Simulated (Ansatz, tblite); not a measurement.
# GeMeH3 (CH6Ge): rung by rung

The task here is to estimate one member of a computed series from the others.

Program: Ansatz 0.2.0, Gaussian basis. Level of theory: as each input shows. These are calculated values, not measurements.

The runs, in order: GFN1-xTB, GFN2-xTB, PBE-D4/def2-TZVP, r2SCAN-D4/def2-TZVP, CAM-B3LYP-D4/def2-TZVP, B2PLYP/def2-TZVP, HF/def2-TZVP, HSE06-D4/def2-TZVP, r2SCANh-D4/def2-TZVP, BHLYP-D4/def2-TZVP, B97M-V/def2-TZVP, PBE-D4/def2-SVP, PBE0-D4/def2-SVP, HF/STO-3G, PBE0-D4/def2-TZVPD, PBE-D4/def2-TZVPD, r2SCAN-D4/def2-TZVPD, CCSD(T)/def2-TZVPP, MP2/def2-TZVP, RPA/def2-TZVP, CCSD(T)/def2-TZVPD.

## The relaxed structure

The singlet was relaxed beforehand with PBE-D4/def2-TZVP.

8 atoms, charge 0, spin multiplicity 1.

Bond lengths: Ge1–C2 1.968 Å, Ge1–H6 1.549 Å, Ge1–H7 1.549 Å, Ge1–H8 1.549 Å, C2–H3 1.097 Å, C2–H4 1.097 Å, C2–H5 1.097 Å. Angles: C2–Ge1–H6 110.5°, C2–Ge1–H7 110.5°, C2–Ge1–H8 110.5°, H6–Ge1–H7 108.5°, H6–Ge1–H8 108.5°, H7–Ge1–H8 108.5°, Ge1–C2–H3 110.2°, Ge1–C2–H4 110.2°, Ge1–C2–H5 110.2°, H3–C2–H4 108.7°, H3–C2–H5 108.7°, H4–C2–H5 108.7°.

As a file:

```
atom    x (Å)    y (Å)    z (Å)
 Ge1  -0.0019   0.0031  -0.9231
  C2   0.0022  -0.0035   1.0445
  H3  -1.0258   0.0377   1.4263
  H4   0.5540   0.8650   1.4259
  H5   0.4806  -0.9169   1.4199
  H6   1.4476  -0.0281  -1.4677
  H7  -0.6998   1.2777  -1.4587
  H8  -0.7569  -1.2349  -1.4671
```

PBE0-D4/def2-TZVP was run before; its log isn't repeated, and its numbers join the tables.

The first run:

Tight binding, by tblite at 300 K electronic temperature and without a spin-polarisation term:

```python
tblite.interface.Calculator('GFN1-xTB', numbers, positions, charge=0, uhf=0).singlepoint()
```

Tight binding, by tblite at 300 K electronic temperature and without a spin-polarisation term:

```python
tblite.interface.Calculator('GFN2-xTB', numbers, positions, charge=0, uhf=0).singlepoint()
```

start.molden holds the orbitals of an earlier run on this state, given as this run's starting guess.

The input, in.yaml:

```yaml
crystal:
  periodic: [false, false, false]
  atoms:
    - {symbol: Ge, position_ang: [-0.001886, 0.003067, -0.923132]}
    - {symbol: C, position_ang: [0.002150, -0.003485, 1.044504]}
    - {symbol: H, position_ang: [-1.025817, 0.037651, 1.426348]}
    - {symbol: H, position_ang: [0.554039, 0.864966, 1.425854]}
    - {symbol: H, position_ang: [0.480596, -0.916901, 1.419927]}
    - {symbol: H, position_ang: [1.447642, -0.028091, -1.467703]}
    - {symbol: H, position_ang: [-0.699795, 1.277726, -1.458665]}
    - {symbol: H, position_ang: [-0.756929, -1.234924, -1.467133]}
basis:
  gaussian: {orbitals: def2-TZVP, initial_orbitals: start.molden}
hamiltonian: {xc: pbe, dispersion: d4}
scf: {omitted_lower_state_checks: [starts]}
output: {forces: true, orbitals: {seedname: orbitals}}
```

Started as:

```bash
$ ansatz run in.yaml --threads 4 --pin off --events-out ev --progress --plain --max-ram 3916MiB
```

Among the steps run: PBE-D4/def2-TZVP; r2SCAN-D4/def2-TZVP; CAM-B3LYP-D4/def2-TZVP; B2PLYP/def2-TZVP; HF/def2-TZVP; HSE06-D4/def2-TZVP; r2SCANh-D4/def2-TZVP; BHLYP-D4/def2-TZVP; B97M-V/def2-TZVP; PBE-D4/def2-SVP; PBE0-D4/def2-SVP; HF/STO-3G; PBE0-D4/def2-TZVPD; PBE-D4/def2-TZVPD; r2SCAN-D4/def2-TZVPD; CCSD(T)/def2-TZVPP; MP2/def2-TZVP; RPA/def2-TZVP; CCSD(T)/def2-TZVPD.

One table of the session follows, with a row left open; its other results are not shown here.

It belongs to the step «Levels side by side». 

```
                 level  HOMO (eV)  LUMO (eV)  gap (eV)
             HF/STO-3G     -10.26      13.17     23.42
          HF/def2-TZVP     -11.87       3.41     15.28
       PBE-D4/def2-SVP      -7.61       0.46      8.07
      PBE-D4/def2-TZVP      -7.65       0.08      7.73
     PBE-D4/def2-TZVPD      -7.66      -0.44      7.22
   r2SCAN-D4/def2-TZVP      -7.94       0.64      8.58
  r2SCAN-D4/def2-TZVPD      -7.93       0.24      8.17
      B97M-V/def2-TZVP      -8.03       0.20      8.22
  r2SCANh-D4/def2-TZVP      -8.40       0.88      9.27
      PBE0-D4/def2-SVP      -8.90       1.26     10.16
     PBE0-D4/def2-TZVP      -8.90       0.85      9.75
    PBE0-D4/def2-TZVPD      -8.90       0.20      9.10
    HSE06-D4/def2-TZVP      -8.50       0.48      8.98
    BHLYP-D4/def2-TZVP     -10.04       1.49     11.53
CAM-B3LYP-D4/def2-TZVP          ?          ?         ?
```

Q: Estimate the row for CAM-B3LYP-D4/def2-TZVP from the others.

As computed: HOMO (eV): -10.26; LUMO (eV): 1.66; gap (eV): 11.92.
